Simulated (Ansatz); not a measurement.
# ZrTi5C6: the cost of one run

Program: Ansatz 0.2.0. Level of theory: DFT PBE, scalar-relativistic, plane waves, PAW. These are calculated values, not measurements.

1 further run of the same task is left out (set aside as unsound or not needed). Runs told in other sessions of the task aren't counted.

**1. The starting structure**

Symmetry: P4/mmm, No. 123, tetragonal system. The conventional cell has a = 3.124 Å, b = 3.124 Å, c = 13.180 Å, α = 90.00°, β = 90.00°, γ = 90.00°. Zr (site symmetry 4/mmm) has 6 C at 2.21 to 2.31 Å in its first shell of neighbours. Around Ti (site symmetry 4mm) lie 6 C at 2.13 to 2.21 Å. Ti (site symmetry 4mm) is surrounded by 6 C at 2.13 to 2.30 Å. Around Ti (site symmetry 4/mmm) lie 6 C at 2.15 to 2.21 Å. Around C (site symmetry 4mm) lie 5 Ti at 2.13 to 2.21 Å and 1 Zr at 2.31 Å. C (site symmetry 4/mmm) is surrounded by 4 Zr at 2.21 Å and 2 Ti at 2.30 Å. Around C (site symmetry 4mm) lie 6 Ti at 2.13 to 2.21 Å. C (site symmetry 4/mmm) has 6 Ti at 2.14 to 2.21 Å in its first shell of neighbours.

Structure file:

```cif
data_structure
_symmetry_space_group_name_H-M 'P 1'
_symmetry_Int_Tables_number 1
_cell_length_a 3.1239
_cell_length_b 3.1239
_cell_length_c 13.1799
_cell_angle_alpha 90.000
_cell_angle_beta 90.000
_cell_angle_gamma 90.000
_cell_volume 128.62
loop_
_atom_site_label
_atom_site_type_symbol
_atom_site_fract_x
_atom_site_fract_y
_atom_site_fract_z
_atom_site_occupancy
Zr1 Zr 0.00000 0.00000 0.00000 1
Ti1 Ti 0.00000 0.00000 0.66264 1
Ti2 Ti 0.50000 0.50000 0.82515 1
Ti3 Ti 0.50000 0.50000 0.17485 1
Ti4 Ti 0.00000 0.00000 0.33736 1
Ti5 Ti 0.50000 0.50000 0.50000 1
C1 C 0.00000 0.00000 0.82457 1
C2 C 0.50000 0.50000 0.00000 1
C3 C 0.00000 0.00000 0.17543 1
C4 C 0.50000 0.50000 0.33669 1
C5 C 0.00000 0.00000 0.50000 1
C6 C 0.50000 0.50000 0.66331 1
```

It is the end of an earlier relaxation with the same method, from a generated guess; it needn't be the stable form of this composition. At a tolerance of 0.05 Å it has space group P4/mmm (No. 123); it has 10.72 Å³/atom, an uncorrected energy of -0.78 eV/atom over the elements.

**2. Bands, states and charges**

File input.yaml:

```yaml
crystal:
  lattice:
    - [3.1239201, 0.0, 0.0]
    - [0.0, 3.1239201, 0.0]
    - [0.0, 0.0, 13.1798732]
  atoms:
    - { symbol: Zr, position: [0.0, 0.0, 0.0] }
    - { symbol: Ti, position: [0.0, 0.0, 0.66264] }
    - { symbol: Ti, position: [0.5, 0.5, 0.825153] }
    - { symbol: Ti, position: [0.5, 0.5, 0.174847] }
    - { symbol: Ti, position: [0.0, 0.0, 0.33736] }
    - { symbol: Ti, position: [0.5, 0.5, 0.5] }
    - { symbol: C, position: [0.0, 0.0, 0.824573] }
    - { symbol: C, position: [0.5, 0.5, 0.0] }
    - { symbol: C, position: [0.0, 0.0, 0.175427] }
    - { symbol: C, position: [0.5, 0.5, 0.336685] }
    - { symbol: C, position: [0.0, 0.0, 0.5] }
    - { symbol: C, position: [0.5, 0.5, 0.663315] }
basis:
  ecutwfc: 420
kpoints:
  mp_grid: { grid: [12, 12, 4] }
  band_path:
    path:
      - [[0.0, 0.0, 0.0], [0.0, 0.5, 0.0], [0.5, 0.5, 0.0], [0.0, 0.0, 0.0], [0.0, 0.0, 0.5], [0.0, 0.5, 0.5], [0.5, 0.5, 0.5], [0.0, 0.0, 0.5]]
      - [[0.0, 0.5, 0.0], [0.0, 0.5, 0.5]]
      - [[0.5, 0.5, 0.0], [0.5, 0.5, 0.5]]
    npoints: 10
hamiltonian:
  xc: pbe
scf:
  occupations: { method: gaussian, width: 0.1 }
  n_extra_bands: 30
output:
  forces: true
  stress: true
  eigenvalues: true
  populations: true
  dos: { projected: true, de: 0.02, nscf_kmesh: { grid: [15, 15, 5] } }
  bader: false
  write_density: true
  write_potential: true
  elf: true
  volumetric_format: npy
```

Launch:

```sh
ansatz run input.yaml --threads 4 --pin off --max-ram 8192MiB --backend cpu --events-out ev --progress --plain --runs-dir out
```

**Question.** How long does this run take on 4 threads of Arm Neoverse V2, shared host, and how much memory does it need?

About 34 s, with a peak of 1.1 GiB.
